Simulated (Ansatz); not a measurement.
# C₂H₆BClO: up Jacob's ladder to CCSD(T)

One table from this session's results is given with a row withheld; the runs are named, their logs left out.

Program: Ansatz 0.2.0, Gaussian basis. Level of theory: functionals in def2-TZVPP, the program's frozen cores in correlated methods. These are calculated values, not measurements.

Levels to be run: PBE-D4, r2SCAN-D4, PBE0-D4, B3LYP-D4, ωB97X-V, ωB97M-V, B2PLYP; CCSD(T)/def2-TZVPP; MP2/def2-QZVPP; extrapolation to the limit.

## The relaxed structure

The geometry comes from an earlier relaxation with PBE0-D4 in a triple-zeta def2 set; it is a stationary point, not always the lowest conformer.

SMILES `COBCCl`, 11 atoms, charge 0, spin multiplicity 1.

Atoms are counted from 1 here; the program's logs count them from 0.

Bond lengths: C1–O2 1.414 Å, C1–H6 1.093 Å, C1–H7 1.092 Å, C1–H8 1.091 Å, O2–B3 1.341 Å, B3–C4 1.574 Å, B3–H9 1.202 Å, C4–Cl5 1.797 Å, C4–H10 1.090 Å, C4–H11 1.089 Å. Angles: O2–C1–H6 111.3°, O2–C1–H7 108.8°, O2–C1–H8 108.8°, H6–C1–H7 109.5°, H6–C1–H8 109.6°, H7–C1–H8 108.8°, C1–O2–B3 122.2°, O2–B3–C4 118.1°, O2–B3–H9 120.6°, C4–B3–H9 121.3°, B3–C4–Cl5 104.5°, B3–C4–H10 114.0°, B3–C4–H11 114.1°, Cl5–C4–H10 106.7°, Cl5–C4–H11 107.2°, H10–C4–H11 109.7°.

The first run:

in.yaml

```yaml
crystal:
  periodic: [false, false, false]
  atoms:
    - {symbol: C, position_ang: [-1.577126, 0.862332, -0.761193]}
    - {symbol: O, position_ang: [-0.808136, -0.057218, -0.011495]}
    - {symbol: B, position_ang: [0.529139, -0.105313, -0.094729]}
    - {symbol: C, position_ang: [1.293925, -1.115957, 0.838772]}
    - {symbol: Cl, position_ang: [2.185770, -0.072165, 1.998661]}
    - {symbol: H, position_ang: [-0.946030, 1.460360, -1.423794]}
    - {symbol: H, position_ang: [-2.108531, 1.521304, -0.072132]}
    - {symbol: H, position_ang: [-2.308239, 0.308868, -1.353110]}
    - {symbol: H, position_ang: [1.122230, 0.622258, -0.845197]}
    - {symbol: H, position_ang: [2.041073, -1.718393, 0.322067]}
    - {symbol: H, position_ang: [0.641127, -1.763076, 1.422850]}
basis:
  gaussian: {orbitals: def2-TZVPP}
hamiltonian: {xc: pbe, dispersion: d4}
output: {forces: true, orbitals: {seedname: orbitals}}
```

Run with:

```
$ ansatz run in.yaml --threads 4 --pin off --events-out ev --progress --plain --max-ram 10444MiB
```

Steps of the session up to this table: PBE-D4 (GGA); r2SCAN-D4 (meta-GGA); PBE0-D4 (hybrid); B3LYP-D4 (hybrid); ωB97X-V (range-separated); ωB97M-V (range-separated); B2PLYP (double hybrid); CCSD(T) in def2-TZVPP; MP2 in def2-QZVPP.

One table of the session follows, with a row left open; its other results are not shown here.

| method | atomisation energy (eV) |
| --- | --- |
| PBE-D4 | 44.404 |
| r2SCAN-D4 | 43.660 |
| PBE0-D4 | ? |
| B3LYP-D4 | 43.463 |
| ωB97X-V | 43.499 |
| ωB97M-V | 43.633 |
| B2PLYP | 43.060 |
| HF/def2-TZVPP | 32.428 |
| MP2/def2-TZVPP | 43.152 |
| CCSD/def2-TZVPP | 41.737 |
| CCSD(T)/def2-TZVPP | 42.347 |
| MP2/CBS | 44.165 |
| CCSD(T)/CBS | 43.360 |

Q: Estimate the row for PBE0-D4 from the others.

**Answer.** atomisation energy (eV): 43.671. In the column «atomisation energy (eV)» it lies between r2SCAN-D4 (43.660) and MP2/CBS (44.165).
